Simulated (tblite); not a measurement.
# CH6F2GeOSi: the cost of one run

Programs: tblite 0.8.0 and PySCF 2.14.0. All values are calculated, for the isolated system unless a continuum is named. Atoms count from 0, parts from 1.

### Step 1. Starting point

12 atoms, charge 0, multiplicity 1; geometry: distance geometry start.

### Step 2. Relaxing the cluster with GFN2-xTB

What the job is given:

```
{"job": {"kind": "relax", "xc": "GFN2-xTB", "basis": "xTB"}, "charge": 0, "multiplicity": 1}
C     -0.308523     0.100471    -0.226694
O      0.743521    -0.467810     0.454350
Si     2.159738     0.096087    -0.322679
Ge    -2.079318    -0.391628     0.459547
F     -0.180433    -0.170518    -1.585212
F     -0.168606     1.470472    -0.133074
H      2.569618    -0.953815    -1.254920
H      1.760868     1.276246    -1.138578
H      3.247364     0.454521     0.604628
H     -2.011415    -0.732791     1.969553
H     -2.987517     0.832202     0.264890
H     -2.690533    -1.513532    -0.376628
```

Method: GFN2-xTB geometry optimisation, gas phase.

Started as:

```bash
> OMP_NUM_THREADS=1 python cluster_run.py task.json out
```

The driver reads the jobs from task.json and runs them one after another.

Q: Estimate the wall time of this first job on 1 thread of Arm Neoverse V1, shared host.

About 2.3 s.
